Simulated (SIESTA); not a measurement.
Input of a SIESTA 5.4.2 run:

In3Se.fdf

```
SystemName                      In3Se
SystemLabel                     In3Se
NumberOfSpecies                 2
NumberOfAtoms                   4
%block ChemicalSpeciesLabel
  1  49 In
  2  34 Se
%endblock ChemicalSpeciesLabel

LatticeConstant                 1.0 Ang
%block LatticeVectors
     4.8037580000     0.0000000000     0.0000000000
     0.0000000000     4.8037580000     0.0000000000
     0.0000000000     0.0000000000     4.8037580000
%endblock LatticeVectors
AtomicCoordinatesFormat         Fractional
%block AtomicCoordinatesAndAtomicSpecies
     0.5000000000     0.5000000000     0.0000000000  1  In
     0.5000000000     0.0000000000     0.5000000000  1  In
     0.0000000000     0.5000000000     0.5000000000  1  In
     0.0000000000     0.0000000000     0.0000000000  2  Se
%endblock AtomicCoordinatesAndAtomicSpecies

%block kgrid.MonkhorstPack
    4   0   0  0.0
    0   4   0  0.0
    0   0   4  0.0
%endblock kgrid.MonkhorstPack
XC.Functional                   GGA
XC.Authors                      PBEsol
PAO.BasisSize                   DZP
PAO.EnergyShift                 0.003 Ry
Mesh.Cutoff                     500 Ry
Spin                            spin-orbit
%block DM.InitSpin
    1   0.000     0.00     0.00
    2   0.000     0.00     0.00
    3   0.000     0.00     0.00
    4   0.000     0.00     0.00
%endblock DM.InitSpin
WriteOrbMom                     true
OccupationFunction              FD
ElectronicTemperature           0.05 eV
MaxSCFIterations                120
SCF.MustConverge                false
SCF.Mixer.Method                Pulay
SCF.Mixer.Weight                0.25
SCF.Mixer.History               8
SCF.DM.Tolerance                5.0e-05
SCF.H.Tolerance                 1.0e-03 eV
WriteForces                     true
Charge.Mulliken                 end
BandLinesScale                  ReciprocalLatticeVectors
%block BandLines
    1    0.000000   0.000000   0.000000  \Gamma
   11    0.000000   0.500000   0.000000  X
   11    0.500000   0.500000   0.000000  M
   15    0.000000   0.000000   0.000000  \Gamma
   18    0.500000   0.500000   0.500000  R
   15    0.000000   0.500000   0.000000  X
    1    0.500000   0.500000   0.000000  M
   11    0.500000   0.500000   0.500000  R
%endblock BandLines
%block PAO.Basis
  In 4
  n=5 0 2
    6.955 0.000
  n=5 1 2
    9.500 0.000
  n=4 2 2
    4.114 0.000
  n=5 2 1
    9.500
  Se 4
  n=4 0 2
    5.139 0.000
  n=4 1 2
    6.708 0.000
  n=3 2 2
    2.662 0.000
  n=4 2 1
    6.708
%endblock PAO.Basis
```

Potentials or basis: PseudoDojo 0.4 standard (PBEsol files, fully relativistic), DZP (energy shift 0.003 Ry; two zetas on semicore shells).

Command:

```console
$ siesta < In3Se.fdf > In3Se.out 2>&1
```

(1) Predict the pressure.

(2) Estimate the net moment.

(3) Predict the band gap on the k mesh.

## Answers

(1) -2.3 GPa.

(2) 0.00 μB per cell.

(3) none (metal or under the smearing width).

Caveat: the basis of atomic orbitals isn't converged, which shifts pressures, moduli and gaps.
